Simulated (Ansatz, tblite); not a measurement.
**GaMe2(acac) (C₇H₁₃GaO₂): which spin state is lowest**

Is the singlet the ground state of GaMe2(acac) (C₇H₁₃GaO₂)? Other spin states are computed and compared level by level.

The runs use Ansatz 0.2.0, Gaussian basis; as each input shows.

Levels to be run: triplet, at the geometry of the singlet (GFN1-xTB, GFN2-xTB, PBE0-D4/def2-TZVP, PBE-D4/def2-TZVP, r2SCAN-D4/def2-TZVP); the singlet's energies come from earlier runs.

## (1) The structure

The singlet was relaxed beforehand with r2SCAN-D4/def2-SVP.

23 atoms, charge 0, spin multiplicity 1.

Bond lengths: Ga1–C2 1.961 Å, Ga1–C6 1.960 Å, Ga1–O10 1.963 Å, Ga1–O16 1.964 Å, C2–H3 1.102 Å, C2–H4 1.102 Å, C2–H5 1.102 Å, C6–H7 1.101 Å, C6–H8 1.102 Å, C6–H9 1.102 Å, O10–C11 1.277 Å, C11–C12 1.502 Å, C11–C13 1.409 Å, C12–H17 1.097 Å, C12–H18 1.102 Å, C12–H19 1.102 Å, C13–C14 1.409 Å, C13–H20 1.091 Å and more. Angles: C2–Ga1–C6 131.5°, C2–Ga1–O10 106.7°, C2–Ga1–O16 106.2°, C6–Ga1–O10 106.4°, C6–Ga1–O16 106.9°, O10–Ga1–O16 92.0°, Ga1–C2–H3 110.2°, Ga1–C2–H4 111.8°, Ga1–C2–H5 111.2°, H3–C2–H4 108.0°, H3–C2–H5 107.9°, H4–C2–H5 107.6°, Ga1–C6–H7 110.2°, Ga1–C6–H8 111.8°, Ga1–C6–H9 111.1°, H7–C6–H8 108.0°, H7–C6–H9 107.9°, H8–C6–H9 107.6° and more.

## (2) Triplet at the fixed geometry, GFN1-xTB

Tight binding, by tblite at 300 K electronic temperature and without a spin-polarisation term:

```python
tblite.interface.Calculator('GFN1-xTB', numbers, positions, charge=0, uhf=2).singlepoint()
```

Energy -883.3914 eV; 0.027 s.

## (3) Triplet at the fixed geometry, GFN2-xTB

Tight binding, by tblite at 300 K electronic temperature and without a spin-polarisation term:

```python
tblite.interface.Calculator('GFN2-xTB', numbers, positions, charge=0, uhf=2).singlepoint()
```

Energy -840.1356 eV; 0.015 s.

## (4) Triplet at the fixed geometry, PBE0-D4/def2-TZVP

File in.yaml:

```yaml
crystal:
  periodic: [false, false, false]
  atoms:
    - {symbol: Ga, position_ang: [1.315687, -0.013043, 0.911789]}
    - {symbol: C, position_ang: [0.924151, -0.027505, 2.832833]}
    - {symbol: H, position_ang: [-0.162180, 0.045227, 3.000106]}
    - {symbol: H, position_ang: [1.406204, 0.814919, 3.354105]}
    - {symbol: H, position_ang: [1.278542, -0.958049, 3.304849]}
    - {symbol: C, position_ang: [3.013203, -0.010920, -0.068143]}
    - {symbol: H, position_ang: [2.828265, -0.096754, -1.150579]}
    - {symbol: H, position_ang: [3.661179, -0.848886, 0.234608]}
    - {symbol: H, position_ang: [3.571813, 0.922582, 0.107614]}
    - {symbol: O, position_ang: [0.217545, 1.410644, 0.123215]}
    - {symbol: C, position_ang: [-0.829016, 1.255964, -0.592074]}
    - {symbol: C, position_ang: [-1.484015, 2.529422, -1.046680]}
    - {symbol: C, position_ang: [-1.380284, 0.013333, -0.961745]}
    - {symbol: C, position_ang: [-0.848805, -1.239997, -0.598897]}
    - {symbol: C, position_ang: [-1.523577, -2.500254, -1.061445]}
    - {symbol: O, position_ang: [0.196612, -1.415251, 0.113159]}
    - {symbol: H, position_ang: [-2.381246, 2.356823, -1.654255]}
    - {symbol: H, position_ang: [-1.745989, 3.132785, -0.162974]}
    - {symbol: H, position_ang: [-0.754911, 3.120045, -1.623985]}
    - {symbol: H, position_ang: [-2.280809, 0.022152, -1.577395]}
    - {symbol: H, position_ang: [-2.396520, -2.310112, -1.698462]}
    - {symbol: H, position_ang: [-1.832299, -3.083826, -0.179220]}
    - {symbol: H, position_ang: [-0.793532, -3.119270, -1.606417]}
basis:
  gaussian: {orbitals: def2-TZVP, fitting: {mean_field: def2-universal-jkfit}}
magnetization: {spin_polarized: true, initial_magnetization: 2}
hamiltonian: {xc: pbe0, dispersion: d4}
scf: {omitted_lower_state_checks: [starts]}
output: {orbitals: {seedname: orbitals}}
```

The run is started by

```sh
> ansatz run in.yaml --threads 2 --pin off --events-out ev --progress --plain --max-ram 22528MiB --backend cuda --devices 0, --max-vram 18GiB
```

Standard output:

```text
Functional definition: PBE0
  name "PBE0"
  cite "Adamo & Barone, J. Chem. Phys. 110, 6158 (1999) doi:10.1063/1.478522"
  cite "Perdew, Burke & Ernzerhof, Phys. Rev. Lett. 77, 3865 (1996) doi:10.1103/PhysRevLett.77.3865"
  parent pbe
  parameter a = 0.25
  parameter kappa = 0.804
  parameter beta = 0.06672455060314922
  exchange = (1 - a)*pbe_x(kappa = kappa, mu = beta*pi^2/3) + a*exact_x
  correlation = pbe_c(beta = beta)
these checks for a lower state are left out or cut short: starts
1179 factors; integrals over basis functions are off by at most 8.7e-1 eV
mean field evaluation 1: about -63906.0177 eV, gradient 7.1e1 eV
mean field evaluation 2: about -63899.6844 eV, gradient 8.0e1 eV
mean field evaluation 4: about -63926.3870 eV, gradient 5.3e0 eV
mean field evaluation 8: about -63926.5043 eV, gradient 2.7e-1 eV
mean field evaluation 16: about -63926.5049 eV, gradient 1.3e-3 eV
mean field -63926.50494162 eV, -2349.2557256630 hartree, gradient 6.6e-5 eV, S^2 2.007760; 0 other end points of the search recorded, 0 dependent functions left out
reference -63926.50499059 eV, -2349.2557274626 hartree; 52, 50 occupied and 353, 355 virtual orbitals, 1179 factors
Total energy: -63927.03962289 eV, -2349.2753748375 hartree
Checks for a lower state left out: starts
```

Wall time 4.6 s (1 × H100 (card shared with other runs) with 2 threads of AMD EPYC 7R13, shared host); peak host memory 0.95 GiB.

From the report: HOMO -3.76 eV, LUMO -4.56 eV (over both spins; with the spin held, an empty level of the minority spin lies below the top filled one); ⟨S²⟩ 2.008 (pure: 2.00).

## (5) Triplet at the fixed geometry, PBE-D4/def2-TZVP

start.molden holds the orbitals of an earlier run on this state, given as this run's starting guess.

in.yaml: that of step 4 with these lines changed.

```diff
@@ -27,5 +27,5 @@
 basis:
-  gaussian: {orbitals: def2-TZVP, fitting: {mean_field: def2-universal-jkfit}}
+  gaussian: {orbitals: def2-TZVP, fitting: {mean_field: def2-universal-jkfit}, initial_orbitals: start.molden}
 magnetization: {spin_polarized: true, initial_magnetization: 2}
-hamiltonian: {xc: pbe0, dispersion: d4}
+hamiltonian: {xc: pbe, dispersion: d4}
 scf: {omitted_lower_state_checks: [starts]}
```

Same command.

Standard output:

```text
Functional definition: PBE
  name "PBE"
  cite "Perdew, Burke & Ernzerhof, Phys. Rev. Lett. 77, 3865 (1996) doi:10.1103/PhysRevLett.77.3865"
  parent pbe
  parameter kappa = 0.804
  parameter beta = 0.06672455060314922
  exchange = pbe_x(kappa = kappa, mu = beta*pi^2/3)
  correlation = pbe_c(beta = beta)
these checks for a lower state are left out or cut short: starts
1179 factors; integrals over basis functions are off by at most 8.7e-1 eV
mean field evaluation 1: about -63924.2367 eV, gradient 1.0e1 eV
mean field evaluation 2: about -63924.5170 eV, gradient 3.8e-1 eV
mean field evaluation 4: about -63924.5311 eV, gradient 5.3e-2 eV
mean field evaluation 8: about -63924.5312 eV, gradient 1.4e-5 eV
mean field -63924.53115181 eV, -2349.1831902255 hartree, gradient 1.4e-5 eV, S^2 2.003747; 0 other end points of the search recorded, 0 dependent functions left out
reference -63924.53121911 eV, -2349.1831926989 hartree; 52, 50 occupied and 353, 355 virtual orbitals, 1179 factors
Total energy: -63925.15179510 eV, -2349.2059984459 hartree
Checks for a lower state left out: starts
```

Run time: 3.3 s. Hardware: 1 × H100 (card shared with other runs) with 2 threads of AMD EPYC 7R13, shared host; peak host memory 0.92 GiB.

HOMO -2.62 eV, LUMO -5.33 eV (over both spins; with the spin held, an empty level of the minority spin lies below the top filled one); ⟨S²⟩ 2.004 (pure: 2.00).

## (6) Triplet at the fixed geometry, r2SCAN-D4/def2-TZVP

in.yaml: that of step 5 with these lines changed.

```diff
@@ -29,3 +29,3 @@
 magnetization: {spin_polarized: true, initial_magnetization: 2}
-hamiltonian: {xc: pbe, dispersion: d4}
+hamiltonian: {xc: r2scan, dispersion: d4}
 scf: {omitted_lower_state_checks: [starts]}
```

The command is unchanged.

Standard output:

```text
Functional definition: r2SCAN
  name "r2SCAN"
  cite "Furness, Kaplan, Ning, Perdew & Sun, J. Phys. Chem. Lett. 11, 8208 (2020) doi:10.1021/acs.jpclett.0c02405"
  cite "Furness, Kaplan, Ning, Perdew & Sun, J. Phys. Chem. Lett. 11, 9248 (2020) doi:10.1021/acs.jpclett.0c03077"
  parent r2scan
  parameter k0 = 0.174
  parameter k1 = 0.065
  parameter a1 = 4.9479
  exchange = r2scan_x(k0 = k0, k1 = k1, a1 = a1)
  correlation = r2scan_c
these checks for a lower state are left out or cut short: starts
1179 factors; integrals over basis functions are off by at most 8.7e-1 eV
mean field evaluation 1: about -63940.2770 eV, gradient 5.9e0 eV
mean field evaluation 2: about -63940.3744 eV, gradient 1.5e-1 eV
mean field evaluation 4: about -63940.3920 eV, gradient 6.6e-3 eV
mean field -63940.39199683 eV, -2349.7660655292 hartree, gradient 4.1e-5 eV, S^2 2.008691; 0 other end points of the search recorded, 0 dependent functions left out
reference -63940.39201865 eV, -2349.7660663310 hartree; 52, 50 occupied and 353, 355 virtual orbitals, 1179 factors
Total energy: -63940.56608450 eV, -2349.7724631332 hartree
Checks for a lower state left out: starts
```

Run time: 4.5 s. Hardware: 1 × H100 (card shared with other runs) with 2 threads of AMD EPYC 7R13, shared host; peak host memory 1 GiB.

Report: HOMO -2.93 eV, LUMO -5.17 eV (over both spins; with the spin held, an empty level of the minority spin lies below the top filled one); ⟨S²⟩ 2.009 (pure: 2.00).

## (7) Triplet less singlet, vertical

The singlet's energies are those of its earlier runs, whose logs aren't repeated here.

```tsv
level	triplet less singlet, vertical (eV)	time
GFN1-xTB	+3.212	0.045 s
GFN2-xTB	+3.058	0.028 s
PBE-D4/def2-TZVP	+2.955	6.4 s
r2SCAN-D4/def2-TZVP	+2.929	9 s
PBE0-D4/def2-TZVP	+3.031	7.7 s
```

Times add the two runs; a level without a time comes out of a correlated run. Tight binding without a spin term can't rank spin states.

## (8) What came out

| quantity | value |
| --- | --- |
| triplet less singlet, vertical, functionals in def2-TZVP | +2.929 (r2SCAN-D4) to +3.031 eV (PBE0-D4) |

All functionals put the triplet above the singlet, over a spread of 0.101 eV. The checks for a lower triplet were left out, so another state of that spin may lie lower. These are electronic energies, without zero-point motion, entropy or surroundings.
